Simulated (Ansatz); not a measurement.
# C2H4InN: the cost of one run

All numbers below are computed with Ansatz 0.2.0 (RKS r2SCAN-D4/def2-SVP).

## 1. The system as given

Bond lengths: C1–In2 2.116 Å, In2–C3 1.586 Å, C3–N4 1.255 Å, C1–H5 1.127 Å, C1–H6 1.151 Å, C1–H7 1.113 Å, In2–H8 0.946 Å. Angles: C1–In2–C3 94.2°, C1–In2–H8 110.1°, C3–In2–H8 102.0°, In2–C1–H5 136.0°, In2–C1–H6 85.6°, In2–C1–H7 110.9°, H5–C1–H6 106.6°, H5–C1–H7 106.0°, H6–C1–H7 106.0°, In2–C3–N4 154.0°.

Structure file:

```xyz
8

C    -0.5590    0.7715   -0.4987
In    0.0025   -0.5303    1.0717
C     1.2370   -1.1393    0.2830
N     2.4362   -1.1674   -0.0869
H    -0.0199    1.4368   -1.2310
H    -0.9640    1.4568    0.3330
H    -1.4514    0.3822   -1.0376
H    -0.5894   -1.2673    1.1107
```

## 2. End point A

File input.yaml:

```yaml
crystal:
  periodic: [false, false, false]
  atoms:
    - { symbol: C, position_ang: [-0.559, 0.7715, -0.4987] }
    - { symbol: In, position_ang: [0.0025, -0.5303, 1.0717] }
    - { symbol: C, position_ang: [1.237, -1.1393, 0.283] }
    - { symbol: "N", position_ang: [2.4362, -1.1674, -0.0869] }
    - { symbol: H, position_ang: [-0.0199, 1.4368, -1.231] }
    - { symbol: H, position_ang: [-0.964, 1.4568, 0.333] }
    - { symbol: H, position_ang: [-1.4514, 0.3822, -1.0376] }
    - { symbol: H, position_ang: [-0.5894, -1.2673, 1.1107] }
basis:
  gaussian: { orbitals: def2-SVP }
hamiltonian:
  xc: r2scan
  dispersion: d4
relax:
  f_tol: 0.015
  max_steps: 40
```

The run is started by

```sh
ansatz run input.yaml --threads 2 --pin off --max-ram 3072MiB --backend cpu --events-out ev --progress --plain --runs-dir out
```

What time and memory should one allow on 2 threads of AMD EPYC 9R45 (Zen 5), shared host?

About 29 s, with a peak of 0.17 GiB.
